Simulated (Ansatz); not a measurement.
# Al (fcc type): the cost of one run

Method: DFT, LDA, PAW with Ansatz's default frozen-core files, scalar-relativistic, in Ansatz 0.2.0.

## (1) The starting structure

The structure is cubic, space group Fm-3m (No. 225). The conventional cell has a = 4.050 Å, b = 4.050 Å, c = 4.050 Å, α = 90.00°, β = 90.00°, γ = 90.00°. Al (site symmetry m-3m) has 12 Al at 2.86 Å as nearest neighbours.

Structure file:

```cif
data_structure
_symmetry_space_group_name_H-M 'P 1'
_symmetry_Int_Tables_number 1
_cell_length_a 2.8639
_cell_length_b 2.8639
_cell_length_c 2.8639
_cell_angle_alpha 60.000
_cell_angle_beta 60.000
_cell_angle_gamma 60.000
_cell_volume 16.61
loop_
_atom_site_label
_atom_site_type_symbol
_atom_site_fract_x
_atom_site_fract_y
_atom_site_fract_z
_atom_site_occupancy
Al1 Al 0.00000 0.00000 0.00000 1
```

## (2) Bulk cell relaxed, PAW

File input.yaml:

```yaml
crystal:
  lattice:
    - [0.0, 2.0251003354, 2.0251003354]
    - [2.0251003354, 0.0, 2.0251003354]
    - [2.0251003354, 2.0251003354, 0.0]
  atoms:
    - { symbol: Al, position: [0.0, 0.0, 0.0] }
kpoints:
  mp_grid: { grid: [18, 18, 18] }
scf:
  occupations: { method: fermi_dirac, width: 0.05 }
hamiltonian:
  xc: lda
  pseudopotentials: { kind: paw }
output:
  forces: true
  stress: true
relax:
  f_tol: 0.005
  max_steps: 40
  cell: {}
```

Started as:

```sh
$ ansatz run input.yaml --threads 2 --pin off --max-ram 4096MiB --backend cpu --events-out ev --progress --plain --runs-dir out
```

Q: Estimate wall time and peak memory on 2 threads of Intel Xeon Platinum 8259CL at 2.50GHz (Skylake/Cascade Lake), shared host.

About 15 s, with a peak of 0.34 GiB.
